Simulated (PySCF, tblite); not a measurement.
# C₇H₁₅BSi: geometry, infrared bands and NMR shifts

What infrared bands and NMR shifts should C₇H₁₅BSi (`C#CCC(C)(C)CB[SiH3]`) show?

Computed with tblite 0.8.0 and PySCF 2.14.0, with density-fitted response routines of our own, on a single molecule in the gas phase. Atoms count from 0, in the outputs and in this text.

## (1) The starting structure

24 atoms, charge 0, multiplicity 1; geometry from: force field or distance geometry start.

Bonds of the start (Å): C0–C1 1.19, C1–C2 1.50, C2–C3 1.50, C3–C4 1.52, C3–C5 1.53, C3–C6 1.49, C6–B7 1.57, B7–Si8 1.93, C0–H9 1.07, C2–H10 1.08, C2–H11 1.14, C4–H12 1.09, C4–H13 1.12, C4–H14 1.11, C5–H15 1.09, C5–H16 1.11, C5–H17 1.13, C6–H18 1.12, C6–H19 1.13, B7–H20 1.19, Si8–H21 1.48, Si8–H22 1.46, Si8–H23 1.48.

## (2) Optimising the geometry with GFN2-xTB

What the job is given:

```
{"job": {"kind": "relax", "xc": "GFN2-xTB", "basis": "xTB"}, "charge": 0, "multiplicity": 1}
C     -1.225800     2.557700    -1.058800
C     -0.979400     1.704400    -0.264100
C     -0.667900     0.626000     0.732200
C     -0.554900    -0.658300    -0.038200
C     -1.909200    -0.860400    -0.700800
C     -0.415700    -1.849300     0.910600
C      0.465400    -0.648900    -1.120500
B      1.946000    -0.354700    -0.673900
Si     2.585900     1.334000     0.019200
H     -1.478800     3.326400    -1.756800
H      0.159500     0.880900     1.370200
H     -1.567400     0.488600     1.412200
H     -2.037000    -1.872800    -1.091900
H     -2.092700    -0.085900    -1.485000
H     -2.682400    -0.728900     0.091100
H      0.349000    -2.572800     0.620700
H     -1.381600    -2.384200     0.957900
H     -0.244300    -1.499000     1.971000
H      0.120000     0.037500    -1.940400
H      0.463700    -1.692900    -1.548100
H      2.787900    -0.984700    -1.240000
H      2.533700     1.229000     1.494300
H      1.816700     2.489700    -0.445100
H      3.997600     1.538300    -0.375100
```

Run with:

```sh
> OMP_NUM_THREADS=1 python probes_run.py task.json out
```

One launch serves the whole session: the jobs run in the order shown.

**Question.** This job is followed by: GFN2-xTB harmonic vibrations, gas phase; GIAO PBE0/pcSseg-1 NMR shielding, non-relativistic, gas phase. Predict these results of the whole session: strongest single infrared mode (GFN2-xTB); zero-point energy (GFN2-xTB); ¹³C shifts against TMS (PBE0/pcSseg-1, means over atoms taken as alike); ¹H shifts against TMS (PBE0/pcSseg-1, means over atoms taken as alike); ¹¹B shifts against BF3·OEt2 (PBE0/pcSseg-1); ²⁹Si shifts against TMS (PBE0/pcSseg-1).

As calculated:

```
                                                               quantity                                    value
                              strongest single infrared mode (GFN2-xTB)                    2150 cm⁻¹, 402 km/mol
                                           zero-point energy (GFN2-xTB)                           120.8 kcal/mol
¹³C shifts against TMS (PBE0/pcSseg-1, means over atoms taken as alike)   88.5, 77.8, 57.6, 37.3, 32.7, 32.2 ppm
 ¹H shifts against TMS (PBE0/pcSseg-1, means over atoms taken as alike)  10.09, 3.85, 2.59, 2.48, 1.39, 1.14 ppm
                            ¹¹B shifts against BF3·OEt2 (PBE0/pcSseg-1)                                111.6 ppm
                                ²⁹Si shifts against TMS (PBE0/pcSseg-1)                               -120.1 ppm
```

Relaxing lowered the energy by 0.874 eV in 156 steps; the close pair that moved most is C1–C2, from 1.501 to 1.447 Å. All 66 modes are real, so the xTB geometry is a minimum. The strongest single mode, at 2150 cm⁻¹, moves mainly H21. Unscaled tight-binding wavenumbers are off by several per cent, some by more. Its intensities can rank the bands wrongly. At PBE0/pcSseg-1: The widest tensor belongs to C1: span 293 ppm, with a paramagnetic part of -164 ppm.
